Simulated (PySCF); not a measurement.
# C5H8Si: the cost of one run

Computed with PySCF 2.14.0, with density-fitted response routines of our own, on a single molecule in the gas phase. Atoms are numbered from 0 throughout.

## 1. The molecule as given

14 atoms, charge 0, multiplicity 1; geometry from: GFN2-xTB. The atoms were then displaced at random by about 0.01 Å, so the start is not that level's minimum.

Bonds of the start (Å): C0–C1 1.19, C1–C2 1.41, C2–C3 1.30, C2–Si4 1.92, Si4–C5 1.90, C0–H6 1.07, C3–H7 1.10, C3–H8 1.06, Si4–H9 1.49, Si4–H10 1.45, C5–H11 1.10, C5–H12 1.09, C5–H13 1.09.

## 2. Relaxing the molecule at PBE0-D3(BJ)/def2-SVP

What the job is given:

```
{"job": {"xc": "PBE0", "basis": "def2-SVP", "d3": "d3bj", "grid": 1, "shake": 0.01, "kind": "geom"}, "charge": 0, "multiplicity": 1}
C     -1.260450     1.937430     1.444200
C     -1.164910     1.049230     0.661510
C     -0.985400    -0.036850    -0.223490
C     -1.763040    -0.231950    -1.242100
Si     0.528710    -1.153310     0.136690
C      2.108510    -0.107430    -0.042070
H     -1.395260     2.762360     2.106000
H     -2.619150     0.421890    -1.442030
H     -1.661570    -1.055860    -1.895620
H      0.419390    -1.666300     1.527890
H      0.508250    -2.254350    -0.811570
H      3.001540    -0.709550     0.170550
H      2.179910     0.299430    -1.054750
H      2.096310     0.730180     0.657030
```

The run is started by

```bash
> OMP_NUM_THREADS=1 python probes_run.py task.json out
```

This one command runs all jobs of the session in turn.

**Question.** How long does this first job take on 1 thread of Arm Neoverse V1, shared host, and how much memory does it need?

About 39 s, with a peak of 0.5 GiB.
